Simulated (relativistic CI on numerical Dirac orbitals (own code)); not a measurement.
# Tm²⁺: 4p photoemission multiplets

Aim: the 4p photoemission spectrum of Tm²⁺ in 4 surroundings, from the same atomic integrals.

Method: Dirac-Coulomb-Breit CI, KLI orbitals optimised for each configuration, model QED (radiative potential, 1s self-energy scaled to tabulated hydrogen-like ionisation energies), valence Slater integrals scaled by 0.7, multiplet model of photoemission in the sudden approximation. Code: relativistic CI on numerical Dirac orbitals (own code) version 1.

## (1) The atom as given

```
ion            : Tm²⁺ (Tm III)
nuclear charge : 69
electrons      : 67
configurations : [Xe] 4f13 → [Ar] 3d10 4s2 4p5 4d10 4f13 5s2 5p6
temperature    : 80 K
widths         : Lorentz 2.5 eV, Gauss 0.7 eV
surrounding 1  : free ion
surrounding 2  : D3h, B20 = 130, B40 = -80, B60 = -340, B66 = 220 cm⁻¹
surrounding 3  : Oh, B40 = 1240, B60 = 310 cm⁻¹
surrounding 4  : Oh, B40 = -1460, B60 = 430 cm⁻¹
```

## (2) Surrounding 1: free ion

Settings, as recorded:

```ini
atom Tm  Z=69  charge=2  electrons=67
nucleus A=169  rms_radius_fm=5.2256
hamiltonian dirac-coulomb  breit=on  qed=on  c_scale=1
orbitals kli  potential=per-configuration
slater_scale 0.7
correlation none
mixing on
configurations
  [Xe] 4f13
  [Ar] 3d10 4s2 4p5 4d10 4f13 5s2 5p6
end
photoemission 4p T=80 lorentz=2.5 gauss=0.7
crystal_field free
```

## (3) Surrounding 2: D3h, B20 = 130, B40 = -80, B60 = -340, B66 = 220

The settings differ from step 2 so:

```diff
@@ -12,2 +12,2 @@
 photoemission 4p T=80 lorentz=2.5 gauss=0.7
-crystal_field free
+crystal_field D3h B20=130 B40=-80 B60=-340 B66=220
```

## (4) Surrounding 3: Oh, B40 = 1240, B60 = 310

The settings differ from step 3 so:

```diff
@@ -12,2 +12,2 @@
 photoemission 4p T=80 lorentz=2.5 gauss=0.7
-crystal_field D3h B20=130 B40=-80 B60=-340 B66=220
+crystal_field Oh B40=1240 B60=310
```

## (5) Surrounding 4: Oh, B40 = -1460, B60 = 430

The settings differ from step 4 so:

```diff
@@ -12,2 +12,2 @@
 photoemission 4p T=80 lorentz=2.5 gauss=0.7
-crystal_field Oh B40=1240 B60=310
+crystal_field Oh B40=-1460 B60=430
```

(Steps that only read results are left out.)

**Question.** What will these runs give? Wanted: highest peak, first run; ground spin.

The runs gave:

| surrounding | ground S | centroid (eV) | spread (eV) | up to four highest peaks (% of the highest), eV |
| --- | --- | --- | --- | --- |
| 1: free | 0.50 | 369.81 | 22.28 | 353.2 (100), 357.2 (39), 401.2 (61) |
| 2: D3h | 0.50 | 369.81 | 22.28 | 353.2 (100), 357.2 (39), 401.2 (61) |
| 3: Oh | 0.50 | 369.81 | 22.28 | 353.2 (100), 357.2 (39), 401.2 (60) |
| 4: Oh | 0.50 | 369.81 | 22.28 | 353.2 (100), 357.2 (39), 401.2 (60) |

```
                           quantity     value
            highest peak, first run  353.2 eV
ground spin (effective S from ⟨S²⟩)      0.50
```

**Reading.** The highest peak stays in place, within the step of the energy grid, in all surroundings. Energies are those of the free ion without screening by ligands; binding energies in solids differ by tens of eV.
